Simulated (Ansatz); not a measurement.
# CH5MoNO3: the cost of one run

Method: the settings change from run to run; program: Ansatz 0.2.0, Gaussian basis.

## (1) The molecule

An earlier PBE0-D4 in a triple-zeta def2 set relaxation fixed the geometry. Mo takes a core potential in def2 sets; no spin-orbit term is included.

SMILES `C[O][Mo]([NH2])(=[O])=[O]`, 11 atoms, charge 0, spin multiplicity 1.

Atoms are counted from 1 here; the program's logs count them from 0.

Bond lengths: C1–O2 1.407 Å, C1–H7 1.094 Å, C1–H8 1.093 Å, C1–H9 1.095 Å, O2–Mo3 1.860 Å, Mo3–N4 1.928 Å, Mo3–O5 1.683 Å, Mo3–O6 1.682 Å, N4–H10 1.009 Å, N4–H11 1.009 Å. Angles: O2–C1–H7 110.1°, O2–C1–H8 108.6°, O2–C1–H9 111.2°, H7–C1–H8 108.8°, H7–C1–H9 109.0°, H8–C1–H9 109.0°, C1–O2–Mo3 131.9°, O2–Mo3–N4 110.4°, O2–Mo3–O5 108.6°, O2–Mo3–O6 108.8°, N4–Mo3–O5 107.9°, N4–Mo3–O6 108.9°, O5–Mo3–O6 112.2°, Mo3–N4–H10 123.5°, Mo3–N4–H11 123.5°, H10–N4–H11 111.7°.

Geometry (Å):

```xyz
11
CH5MoNO3
C    -0.44455    0.20626   -1.94787
O     0.47694    0.47022   -0.91820
Mo    0.28139    0.57264    0.92871
N     0.50666   -1.16785    1.72619
O    -1.27767    1.10317    1.27443
O     1.45657    1.60833    1.54074
H    -0.51404   -0.87178   -2.12323
H    -0.09272    0.68941   -2.86242
H    -1.43832    0.59237   -1.69938
H    -0.26332   -1.77135    1.97263
H     1.37456   -1.48831    2.12890
```

## (2) rPW86-PBE/ANO-RCC-VTZP

Set apart from the defaults: atoms shaken by 0.03 Å, the search for lower states set to off.

The input, in.yaml:

```yaml
crystal:
  periodic: [false, false, false]
  atoms:
    - {symbol: C, position_ang: [-0.416123, 0.205216, -1.940683]}
    - {symbol: O, position_ang: [0.477257, 0.435327, -0.843580]}
    - {symbol: Mo, position_ang: [0.285273, 0.575716, 0.943715]}
    - {symbol: N, position_ang: [0.494078, -1.156201, 1.742031]}
    - {symbol: O, position_ang: [-1.257093, 1.020174, 1.277897]}
    - {symbol: O, position_ang: [1.528426, 1.594022, 1.526195]}
    - {symbol: H, position_ang: [-0.516685, -0.867347, -2.099511]}
    - {symbol: H, position_ang: [-0.084455, 0.711266, -2.931006]}
    - {symbol: H, position_ang: [-1.421637, 0.659796, -1.662191]}
    - {symbol: H, position_ang: [-0.278153, -1.823277, 1.939129]}
    - {symbol: H, position_ang: [1.369127, -1.478474, 2.119532]}
basis:
  gaussian: {orbitals: ANO-RCC-VTZP}
hamiltonian: {xc: {name: rPW86-PBE}}
scf: {lower_state_search: off}
output: {forces: true}
```

The run is started by

```sh
ansatz run in.yaml --threads 4 --pin off --events-out ev --progress --plain --max-ram 11315MiB
```

**Question.** How long does this run take on 4 threads of Arm Neoverse V2, shared host, and how much memory does it need?

About 15 s, with a peak of 0.77 GiB.
